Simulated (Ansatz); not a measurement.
# One shape, several levels: CH5BO2 (SMILES COBO)

We compute a comparison of 6 runs (BHLYP/cc-pVDZ, PBE-QIDH/cc-pVDZ, r2SCAN/cc-pVDZ, revPBE/cc-pVDZ, RPA@PBE/cc-pVDZ, BCCD(T)/cc-pVDZ) of CH5BO2. 

The calculation is run with Ansatz 0.2.0.

70 further runs of the same task are left out: 70 set aside as unsound or not needed.

## 1. Starting point

CH5BO2 has 9 atoms, charge 0, and is taken as a singlet. SMILES: `COBO`. One bond was lengthened or shortened from a relaxed shape.

Bond lengths: C1–O2 1.410 Å, O2–B3 1.356 Å, B3–O4 1.356 Å, C1–H5 1.094 Å, C1–H6 1.092 Å, C1–H7 1.256 Å, B3–H8 1.199 Å, O4–H9 0.962 Å. Some angles: C1–O2–B3 121.7°, O2–B3–O4 119.6°, O2–C1–H5 111.5°, O2–C1–H6 109.2°, O2–C1–H7 109.3°, O2–B3–H8 121.8°, O4–B3–H8 118.6°, B3–O4–H9 112.1°, H5–C1–H6 109.1°, H5–C1–H7 109.0°.

## 2. The energy at BHLYP/cc-pVDZ (run 1)

File job.yaml:

```yaml
crystal:
  periodic: [false, false, false]
  atoms:
    - {symbol: C, position_ang: [0.405793, 0.726058, -0.981753]}
    - {symbol: O, position_ang: [0.010493, 0.378958, 0.326647]}
    - {symbol: B, position_ang: [-0.010907, -0.909942, 0.747247]}
    - {symbol: O, position_ang: [-0.400607, -1.194342, 2.014147]}
    - {symbol: H, position_ang: [0.692093, -0.155642, -1.561953]}
    - {symbol: H, position_ang: [1.255393, 1.410558, -0.930553]}
    - {symbol: H, position_ang: [-0.544800, 1.307500, -1.561700]}
    - {symbol: H, position_ang: [0.307893, -1.814242, 0.028047]}
    - {symbol: H, position_ang: [-0.634907, -0.402142, 2.507847]}
basis:
  gaussian:
    orbitals: cc-pVDZ
hamiltonian:
  xc: {name: BHLYP}
accuracy: high
output: {orbitals: {seedname: orbitals}}
```

Command:

```
$ ansatz run job.yaml --threads 1 --pin off --max-ram 3480MiB --events-out events.jsonl --progress --plain --runs-dir runs
```

Log:

```text
Warning: RAYON_NUM_THREADS=1 ignored (pool sized by the plan → 1); use --threads N
Functional definition: BHLYP
  name "BHLYP"
  parameter a = 0.5
  exchange = (1 - a)*b88_x + a*exact_x
  correlation = lyp_c
1903 factors; integrals over basis functions are off by at most 7.1e-9 eV
mean field evaluation 1: about -5884.1648 eV, gradient 4.7e1 eV
mean field evaluation 2: about -5884.1602 eV, gradient 4.9e1 eV
mean field evaluation 4: about -5888.1591 eV, gradient 1.2e0 eV
mean field evaluation 8: about -5888.1618 eV, gradient 3.1e-2 eV
mean field evaluation 16: about -5888.1618 eV, gradient 6.7e-7 eV
mean field -5888.16180560 eV, -216.3859552163 hartree, gradient 8.8e-8 eV, S^2 0.000000; 0 other end points of the search recorded, 0 dependent functions left out
reference -5888.16183209 eV, -216.3859561900 hartree; 16, 16 occupied and 65, 65 virtual orbitals, 1903 factors
Total energy: -5888.16183209 eV, -216.3859561900 hartree
```

Run time: 4.8 s. Hardware: 1 thread of Arm Neoverse V2, shared host; peak memory 0.24 GiB.

## 3. A single-point energy at PBE-QIDH/cc-pVDZ (run 2)

File run.yaml:

```yaml
crystal:
  periodic: [false, false, false]
  atoms:
    - {symbol: C, position_ang: [0.405793, 0.726058, -0.981753]}
    - {symbol: O, position_ang: [0.010493, 0.378958, 0.326647]}
    - {symbol: B, position_ang: [-0.010907, -0.909942, 0.747247]}
    - {symbol: O, position_ang: [-0.400607, -1.194342, 2.014147]}
    - {symbol: H, position_ang: [0.692093, -0.155642, -1.561953]}
    - {symbol: H, position_ang: [1.255393, 1.410558, -0.930553]}
    - {symbol: H, position_ang: [-0.544800, 1.307500, -1.561700]}
    - {symbol: H, position_ang: [0.307893, -1.814242, 0.028047]}
    - {symbol: H, position_ang: [-0.634907, -0.402142, 2.507847]}
basis:
  gaussian:
    orbitals: cc-pVDZ
hamiltonian:
  xc: {name: PBE-QIDH}
correlation:
  frozen_orbitals: {B: 1, C: 1, H: 0, O: 1}
accuracy: high
output: {orbitals: {seedname: orbitals}}
```

Command:

```
$ ansatz run run.yaml --threads 1 --pin off --max-ram 3480MiB --events-out events.jsonl --progress --plain --runs-dir runs
```

Log (excerpt; [...] marks lines left out):

```text
Warning: RAYON_NUM_THREADS=1 ignored (pool sized by the plan → 1); use --threads N
Functional definition: PBE-QIDH
  name "PBE-QIDH"
[...]
1903 factors; integrals over basis functions are off by at most 7.1e-9 eV
[...]
mean field -5876.13183403 eV, -215.9438619155 hartree, gradient 1.7e-8 eV, S^2 0.000000; 0 other end points of the search recorded, 0 dependent functions left out
4 core orbitals not correlated: weight in the atoms' cores, before any rotation towards them, 1.000 or more for the frozen orbitals, at most 0.000 for the correlated occupied ones
reference -5876.13183501 eV, -215.9438619515 hartree; 12, 12 occupied and 65, 65 virtual orbitals, 1903 factors
second order -18.48568101 eV of doubles, -0.00000000 eV of singles
Total energy: -5882.29372868 eV, -216.1703073671 hartree
```

Run time: 7.2 s. Hardware: 1 thread of Arm Neoverse V2, shared host; peak memory 0.24 GiB.

Runs 3 to 5 aren't shown in full; the table further down has their settings and results.

## 4. A single-point energy at BCCD(T)/cc-pVDZ (run 6)

File input.yaml:

```yaml
crystal:
  periodic: [false, false, false]
  atoms:
    - {symbol: C, position_ang: [0.405793, 0.726058, -0.981753]}
    - {symbol: O, position_ang: [0.010493, 0.378958, 0.326647]}
    - {symbol: B, position_ang: [-0.010907, -0.909942, 0.747247]}
    - {symbol: O, position_ang: [-0.400607, -1.194342, 2.014147]}
    - {symbol: H, position_ang: [0.692093, -0.155642, -1.561953]}
    - {symbol: H, position_ang: [1.255393, 1.410558, -0.930553]}
    - {symbol: H, position_ang: [-0.544800, 1.307500, -1.561700]}
    - {symbol: H, position_ang: [0.307893, -1.814242, 0.028047]}
    - {symbol: H, position_ang: [-0.634907, -0.402142, 2.507847]}
basis:
  gaussian: {orbitals: cc-pVDZ}
correlation: {method: bccd_t, frozen_orbitals: {B: 1, C: 1, H: 0, O: 1}}
accuracy: high
scf: {omitted_lower_state_checks: [cluster_reference, increment]}
```

Command:

```
$ ansatz run input.yaml --threads 1 --pin off --max-ram 3480MiB --events-out events.jsonl --progress --plain --runs-dir runs
```

Log (excerpt; [...] marks lines left out):

```text
Warning: RAYON_NUM_THREADS=1 ignored (pool sized by the plan → 1); use --threads N
Functional definition: HF
  name "HF"
[...]
1903 factors; integrals over basis functions are off by at most 7.1e-9 eV
[...]
mean field -5858.12455400 eV, -215.2821065802 hartree, gradient 2.1e-8 eV, S^2 0.000000; 0 other end points of the search recorded, 0 dependent functions left out
4 core orbitals not correlated: weight in the atoms' cores, before any rotation towards them, 1.000 or more for the frozen orbitals, at most 0.000 for the correlated occupied ones
reference -5858.12455400 eV, -215.2821065802 hartree; 12, 12 occupied and 65, 65 virtual orbitals, 1903 factors
second order -16.37230650 eV of doubles, -0.00000000 eV of singles
cycle   1  -16.79757338 eV  change   -4.3e-1 eV  update   9.4e-2
[...]
cycle  20  -17.28703479 eV  change    3.0e-9 eV  update   2.4e-9
perturbative correction -0.47281002 eV, -0.0173754479 hartree
Total energy: -5875.88439882 eV, -215.9347688390 hartree
Checks for a lower state left out: cluster_reference, increment
```

It took 20 s on 1 thread of Arm Neoverse V2, shared host; peak memory 0.62 GiB.

## 5. All runs side by side

| run | level | frozen core orbitals | energy (Eh) | HOMO energy (eV) | LUMO energy (eV) | HOMO–LUMO gap (eV) | wall time |
| --- | --- | --- | --- | --- | --- | --- | --- |
| 1 | BHLYP/cc-pVDZ | – | -216.385956 | -9.81 | 2.39 | 12.21 | 4.8 s |
| 2 | PBE-QIDH/cc-pVDZ | 4 | -216.170307 | -10.88 | 3.37 | 14.24 | 7.2 s |
| 3 | r2SCAN/cc-pVDZ | – | -216.379700 | -7.12 | 0.74 | 7.86 | 9.6 s |
| 4 | revPBE/cc-pVDZ | – | -216.425029 | -6.71 | 0.41 | 7.13 | 4.5 s |
| 5 | RPA@PBE/cc-pVDZ | 4 | -216.198090 | – | – | – | 9 s |
| 6 | BCCD(T)/cc-pVDZ | 4 | -215.934769 | – | – | – | 20 s |

## 6. Summary of results

| quantity | value |
| --- | --- |
| run 6: total energy | -215.93477 Eh |
| run 6: correlation energy (4 core orbitals frozen) | -652.7 mEh |
| run 6: (T) correction | -17.38 mEh |

**Reading.** Over runs 1, 2, 3, 4 the HOMO–LUMO gap runs from 7.13 eV (revPBE/cc-pVDZ) to 14.24 eV (PBE-QIDH/cc-pVDZ). A double hybrid's value is that of its SCF part. Totals of different functionals can't be ranked against each other. All runs together took 55 s, the longest 20 s.
